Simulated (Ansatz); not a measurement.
**CH₆AlFOSi: how energies converge with the basis set**

Aim: see how fast density functionals converge with the basis set for CH₆AlFOSi.

The runs use Ansatz 0.2.0, Gaussian basis; one geometry, several basis sets.

Plan: PBE0-D4/def2-SVP; ωB97M-V/def2-SVP; PBE0-D4/def2-QZVPP; ωB97M-V/def2-QZVPP; the functionals' def2-TZVPP values are taken from earlier runs.

**1. The geometry**

An earlier PBE0-D4 in a triple-zeta def2 set relaxation fixed the geometry.

11 atoms, charge 0, spin multiplicity 1.

Atoms are counted from 1 here; the program's logs count them from 0.

Bond lengths: C1–Al2 1.956 Å, C1–H6 1.092 Å, C1–H7 1.094 Å, C1–H8 1.097 Å, Al2–Si3 2.482 Å, Al2–H9 1.592 Å, Si3–O4 1.648 Å, Si3–F5 1.615 Å, Si3–H10 1.486 Å, O4–H11 0.958 Å. Angles: Al2–C1–H6 112.8°, Al2–C1–H7 112.1°, Al2–C1–H8 109.7°, H6–C1–H7 108.2°, H6–C1–H8 107.3°, H7–C1–H8 106.5°, C1–Al2–Si3 118.6°, C1–Al2–H9 120.8°, Si3–Al2–H9 120.5°, Al2–Si3–O4 113.1°, Al2–Si3–F5 106.5°, Al2–Si3–H10 118.2°, O4–Si3–F5 109.2°, O4–Si3–H10 103.5°, F5–Si3–H10 106.0°, Si3–O4–H11 117.8°.

**2. PBE0-D4 in def2-SVP**

Contents of in.yaml:

```yaml
crystal:
  periodic: [false, false, false]
  atoms:
    - {symbol: C, position_ang: [-1.432329, 0.658058, -1.232711]}
    - {symbol: Al, position_ang: [0.273368, -0.290531, -1.106514]}
    - {symbol: Si, position_ang: [1.353840, -0.504879, 1.118154]}
    - {symbol: O, position_ang: [0.269923, -0.634716, 2.352328]}
    - {symbol: F, position_ang: [2.240308, 0.828307, 1.328544]}
    - {symbol: H, position_ang: [-1.700844, 0.912290, -2.260688]}
    - {symbol: H, position_ang: [-1.435432, 1.578775, -0.641038]}
    - {symbol: H, position_ang: [-2.236747, 0.028635, -0.832458]}
    - {symbol: H, position_ang: [0.943175, -0.939097, -2.396818]}
    - {symbol: H, position_ang: [2.275557, -1.648538, 1.344647]}
    - {symbol: H, position_ang: [-0.485419, -0.045302, 2.347153]}
basis:
  gaussian: {orbitals: def2-SVP}
hamiltonian: {xc: pbe0, dispersion: d4}
output: {orbitals: {seedname: orbitals}}
```

The run is started by

```sh
ansatz run in.yaml --threads 4 --pin off --events-out ev --progress --plain --max-ram 10444MiB
```

The runs that follow: ωB97M-V in def2-SVP; PBE0-D4 in def2-QZVPP; ωB97M-V in def2-QZVPP.

Before running them: what should the planned runs give, taken together? Wanted: PBE0-D4: double and triple zeta above quadruple; ωB97M-V: double and triple zeta above quadruple.

The runs gave:

| quantity | value |
| --- | --- |
| PBE0-D4: double and triple zeta above quadruple | 13.50, 0.83 eV |
| ωB97M-V: double and triple zeta above quadruple | 13.67, 0.79 eV |

What this shows: For PBE0-D4 the step from double to triple zeta gains 12.67 eV and the next only 0.83 eV. Total energies overstate the basis error of differences, where much of it tends to cancel.
